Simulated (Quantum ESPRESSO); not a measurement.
CsSnI3 under changes of volume

One of the cells (47.797 Å³/atom); the others are scaled copies at fixed shape and fractional positions:

```
CELL_PARAMETERS angstrom
6.20570 0.00000 0.00000
0.00000 6.20570 0.00000
0.00000 0.00000 6.20570
ATOMIC_POSITIONS crystal
Cs 0.00000 0.00000 0.00000
I 0.50000 0.50000 0.00000
I 0.50000 0.00000 0.50000
I 0.00000 0.50000 0.50000
Sn 0.50000 0.50000 0.50000
```

| Item | Value |
| --- | --- |
| Program | Quantum ESPRESSO 7.5 |
| Functional | PBEsol |
| Potentials or basis | GBRV 1.5 PBEsol |
| Cutoff | 925 eV |
| Density cutoff | 7401 eV |
| k mesh | 5 × 5 × 5 |
| Occupations | fermi-dirac, width 0.05 eV |
| Spin | no spin polarisation |

```tsv
volume (Å³/atom)	energy over the lowest point (meV/atom)	pressure (GPa)	gap on the mesh (eV)
44.929	?	?	?
45.885	0.00	-0.1	1.69
46.841	1.29	-0.4	1.71
47.797	4.56	-0.7	1.72
48.753	9.61	-1.0	1.74
49.709	16.23	-1.3	1.76
50.665	24.24	-1.5	1.78
```

Task: What does the run at 44.929 Å³/atom give?

Result: Energy over the lowest point 0.95 meV/atom; pressure 0.3 GPa; gap on the mesh 1.67 eV.

Worked out: A Birch-Murnaghan fit of order 3 (a polynomial in V^(-2/3)) to the other rows has its minimum at 45.80 Å³/atom, just outside them, with B0 = V·E''(V) = 18.2 GPa and B' = 4.7. It gives 0.96 meV/atom at 44.929 Å³/atom, against the run's 0.95, and -dE/dV = 0.4 GPa, against 0.3. A straight line through the other rows of the gap, of slope 0.893 eV per unit of ln V (its deformation potential), extrapolates to 1.67 eV, against the run's 1.67.

Energies are extrapolated to zero smearing.

Caveats: spin-orbit coupling is left out, which moves the levels of the heavy elements; an odd mesh through Γ misses points on the zone boundary, where band edges often lie; the cell was measured hot, at 500 K.
